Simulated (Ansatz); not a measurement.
**GePH (singlet): wave-function methods side by side, cc-pVTZ**

The task here is to estimate one member of a computed series from the others.

The runs use Ansatz 0.2.0, Gaussian basis; cc-pVTZ, core rule «outside noble gas», up to 19 orbitals frozen.

To be run: UHF; CCSD(T) on RHF; CCSD(T) on UHF; BCCD(T) on RHF; CCSDT(Q) on RHF; CCSDT(Q) on UHF; CASSCF and MRCISD+Q, 10 electrons in 9 orbitals; CASSCF and NEVPT2, 10 electrons in 9 orbitals.

6 further runs of the same task are left out: 6 set aside as unsound or not needed.

## The system

The geometry is a PBE0/def2-TZVP stationary point (not a proven minimum) of the parent state, kept for this charge and spin. No spin-orbit coupling is included. The filled d shell of Ge may be among the frozen orbitals whatever the setting's name suggests; the logs give the count.

3 atoms, charge 0, spin multiplicity 1.

Atoms are counted from 1 here; the program's logs count them from 0.

Bond lengths: Ge1–P2 2.352 Å, P2–H3 1.429 Å. Angles: Ge1–P2–H3 97.4°.

Set-up of the first run:

Contents of in.yaml:

```yaml
crystal:
  periodic: [false, false, false]
  atoms:
    - {symbol: Ge, position_ang: [0.000000, 0.017255, 0.720743]}
    - {symbol: P, position_ang: [0.000000, -0.083577, -1.629309]}
    - {symbol: H, position_ang: [0.000000, 1.324792, -1.874064]}
basis:
  gaussian: {orbitals: cc-pVTZ}
magnetization: {spin_polarized: true, initial_magnetization: 0}
hamiltonian: {xc: hf}
output: {orbitals: {seedname: orbitals}}
```

Started as:

```bash
ansatz run in.yaml --threads 1 --pin off --events-out ev --progress --plain --max-ram 4096MiB --backend cpu
```

Steps of the session up to this table: UHF; CCSD(T) on RHF; CCSD(T) on UHF; BCCD(T) on RHF; CCSDT(Q) on RHF; CCSDT(Q) on UHF; CASSCF and MRCISD+Q, 10 electrons in 9 orbitals; CASSCF and NEVPT2, 10 electrons in 9 orbitals.

One of the session's tables, all rows but one given; the rest of the session is left out.

It belongs to the step «Misses and costs». 

```
          method  from RCCSDT(Q) (meV)
             RHF               +7821.8
             UHF               +7410.3
            RMP2               +1314.7
            UMP2               +1847.3
           RCCSD                +566.1
           UCCSD                +607.1
        RCCSD(T)                 +88.1
        UCCSD(T)                +163.9
         BCCD(T)                 +87.8
          RCCSDT                 +53.5
          UCCSDT                 +62.0
       RCCSDT(Q)                     0
       UCCSDT(Q)                  -3.7
  CASSCF valence               +5346.4
  NEVPT2 valence               +1220.9
  MRCISD valence                     ?
MRCISD+Q valence                 +79.7
```

Q: Estimate the row for MRCISD valence from the others.

As computed: from RCCSDT(Q) (meV): +550.0. In the column «from RCCSDT(Q) (meV)» it lies between UCCSD(T) (+163.9) and RCCSD (+566.1).

Limits of these values: The determinant is far from a pure spin state, so its energy mixes those of several spin states (harmless only where they are near-degenerate, as at dissociation). Warnings: restricted reference is unstable; spin contamination; large T1 diagnostic. Restricted and unrestricted rows rest on different reference determinants; where their highest levels disagree by more than a few hundredths of an eV, they describe different states and don't form one ladder.
